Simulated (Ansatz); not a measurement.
Born–Oppenheimer molecular dynamics of a periodic cell of 24 atoms, CsCdBO3 (host CsCdBO3, host structure P2_13). It goes on from the last frame of an earlier run, with new velocities.

All numbers below come from DFT r2SCAN, scalar-relativistic, plane waves, PAW in Ansatz 0.2.0. Settings: accuracy low, cutoff 500 eV, k mesh 2x2x2, fermi-dirac smearing 0.05 eV, no spin polarisation.

```json
{
 "ensemble": "NVT, Nosé–Hoover chain",
 "time step": "1 fs",
 "steps asked": "130",
 "set temperature": "1170 K",
 "thermostat": "time constant 200 fs, chain length 3",
 "seed": "667987"
}
```

First frame:

```xyz
24
Lattice="7.7182 0.0000 0.0000 0.0000 7.7182 0.0000 0.0000 0.0000 7.7182" Properties=species:S:1:pos:R:3
Cs 5.199 0.865 2.760
Cs 1.153 2.638 5.160
Cs 2.571 4.893 1.243
Cs 6.615 6.789 6.644
Cd 4.847 2.745 6.501
Cd 0.807 1.024 1.196
Cd 6.630 4.979 2.763
Cd 2.780 6.495 4.976
B 4.827 4.533 4.710
B 2.943 0.796 6.993
B 0.799 7.008 3.186
B 6.801 3.036 0.862
O 3.896 0.924 5.923
O 1.744 0.244 2.994
O 4.729 5.740 3.795
O -0.018 3.286 1.911
O 5.793 3.706 4.512
O 0.870 5.965 4.094
O 3.868 4.607 5.760
O 5.825 3.932 0.486
O 3.104 1.781 0.255
O 7.489 7.052 2.311
O 1.982 7.498 6.904
O 6.964 1.852 7.707
```

**Question.** What does the run give?

**Answer.** All steps were run.

- steps done: 130
- time covered: 130 fs
- mean temperature over the second half: 845 K
- spread of the potential energy over the second half: 12.9 meV per atom
- mean potential energy of the second half above the start: 44.9 meV per atom

The conserved energy stayed within 0.28 meV per atom of its start (net change 0.24 meV per atom), so the integration is sound. The mean temperature of the second half is 28 % below the set value. A run of 0.13 ps of so small a system gives no equilibrium averages. Limits of this set-up: low accuracy level.

**Question.** What happens to the structure?

**Answer.** Mean squared displacements from the first frame to the last, about the centre of mass: Cs 0.22 Å², Cd 0.17 Å², B 0.11 Å², O 0.18 Å². Another seed would give other details.

**Question.** How do temperature and energy run in time?

**Answer.** 
```
time (fs)  T (K)  potential energy less start (eV)  conserved less start (meV/atom)
        0   1170                             0.000                             0.00
        4   1209                            -0.118                            -0.03
        8   1046                             0.372                             0.18
       12    997                             0.516                             0.12
       16   1046                             0.371                             0.13
       20   1149                             0.062                            -0.06
       24   1080                             0.274                             0.14
       28   1024                             0.438                             0.00
       32    883                             0.864                             0.20
       36    863                             0.923                             0.18
       40    965                             0.619                             0.07
       44    991                             0.545                             0.01
       48    928                             0.738                             0.14
       52    944                             0.690                            -0.01
       56    869                             0.918                             0.08
       60    774                             1.207                             0.16
       64    745                             1.295                             0.06
       68    664                             1.542                             0.16
       72    688                             1.479                             0.19
       76    869                             0.941                             0.01
       80    909                             0.833                             0.00
       84    750                             1.315                             0.12
       88    654                             1.611                             0.24
       92    829                             1.096                             0.09
       96    981                             0.651                            -0.12
      100    843                             1.084                             0.24
      104    872                             1.004                             0.11
      108    937                             0.823                             0.02
      112    877                             1.021                             0.25
      116    988                             0.701                             0.06
      120   1036                             0.576                             0.01
      124    897                             1.007                             0.08
      128    760                             1.433                             0.23
```

The run took 23 min on 4 threads of AMD EPYC 7R13 Processor (Zen 3) (shared host), peak memory 2.7 GiB.
